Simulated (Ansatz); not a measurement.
# CH5AlO2Si: up Jacob's ladder to CCSD(T)

An exercise on one series of results from a longer session: the logs are not shown, and one member is left open.

Method: functionals in def2-TZVPP, the program's frozen cores in correlated methods; program: Ansatz 0.2.0, Gaussian basis.

Plan: PBE-D4, r2SCAN-D4, PBE0-D4, B3LYP-D4, ωB97X-V, ωB97M-V, B2PLYP; CCSD(T)/def2-TZVPP; MP2/def2-QZVPP; extrapolation to the limit.

### Structure used throughout

An earlier PBE0-D4 in a triple-zeta def2 set relaxation fixed the geometry.

10 atoms, charge 0, spin multiplicity 1.

Atoms are counted from 1 here; the program's logs count them from 0.

Bond lengths: O1–C2 1.569 Å, O1–Al4 1.923 Å, O1–H6 0.965 Å, C2–Si3 1.894 Å, C2–Al4 1.953 Å, C2–H7 1.085 Å, Si3–Al4 2.319 Å, Si3–H8 1.497 Å, Si3–H9 1.488 Å, Al4–O5 1.692 Å, O5–H10 0.954 Å. Angles: C2–O1–Al4 67.1°, C2–O1–H6 106.5°, Al4–O1–H6 111.2°, O1–C2–Si3 104.0°, O1–C2–Al4 65.1°, O1–C2–H7 108.4°, Si3–C2–Al4 74.1°, Si3–C2–H7 129.4°, Al4–C2–H7 155.6°, C2–Si3–Al4 54.1°, C2–Si3–H8 123.3°, C2–Si3–H9 104.5°, Al4–Si3–H8 138.0°, Al4–Si3–H9 111.5°, H8–Si3–H9 109.2°, O1–Al4–C2 47.8°, O1–Al4–Si3 79.7°, O1–Al4–O5 113.8° and more.

The first run:

The input, in.yaml:

```yaml
crystal:
  periodic: [false, false, false]
  atoms:
    - {symbol: O, position_ang: [0.997844, 0.689289, 0.843381]}
    - {symbol: C, position_ang: [-0.389500, -0.030648, 0.983762]}
    - {symbol: Si, position_ang: [-0.157088, -1.660060, 0.046010]}
    - {symbol: Al, position_ang: [0.097334, 0.467756, -0.841129]}
    - {symbol: O, position_ang: [0.118199, 1.851503, -1.814107]}
    - {symbol: H, position_ang: [0.878687, 1.582888, 1.187557]}
    - {symbol: H, position_ang: [-0.763657, 0.138419, 1.988278]}
    - {symbol: H, position_ang: [0.715517, -2.773354, 0.535438]}
    - {symbol: H, position_ang: [-1.538367, -2.173335, -0.157938]}
    - {symbol: H, position_ang: [0.124029, 1.856342, -2.768451]}
basis:
  gaussian: {orbitals: def2-TZVPP}
hamiltonian: {xc: pbe, dispersion: d4}
output: {forces: true, orbitals: {seedname: orbitals}}
```

Started as:

```console
$ ansatz run in.yaml --threads 4 --pin off --events-out ev --progress --plain --max-ram 10444MiB
```

Steps of the session up to this table: PBE-D4 (GGA); r2SCAN-D4 (meta-GGA); PBE0-D4 (hybrid); B3LYP-D4 (hybrid); ωB97X-V (range-separated); ωB97M-V (range-separated); B2PLYP (double hybrid); CCSD(T) in def2-TZVPP; MP2 in def2-QZVPP.

One of the session's tables, all rows but one given; the rest of the session is left out.

| method | atomisation energy (kcal/mol) |
| --- | --- |
| PBE-D4 | ? |
| r2SCAN-D4 | 822.2 |
| PBE0-D4 | 811.3 |
| B3LYP-D4 | 810.3 |
| ωB97X-V | 819.6 |
| ωB97M-V | 818.9 |
| B2PLYP | 803.9 |
| HF/def2-TZVPP | 557.7 |
| MP2/def2-TZVPP | 812.5 |
| CCSD/def2-TZVPP | 777.9 |
| CCSD(T)/def2-TZVPP | 793.6 |
| MP2/CBS | 839.0 |
| CCSD(T)/CBS | 820.2 |

Estimate the missing values for PBE-D4.

As computed: atomisation energy (kcal/mol): 831.7. In the column «atomisation energy (kcal/mol)» it lies between r2SCAN-D4 (822.2) and MP2/CBS (839.0).
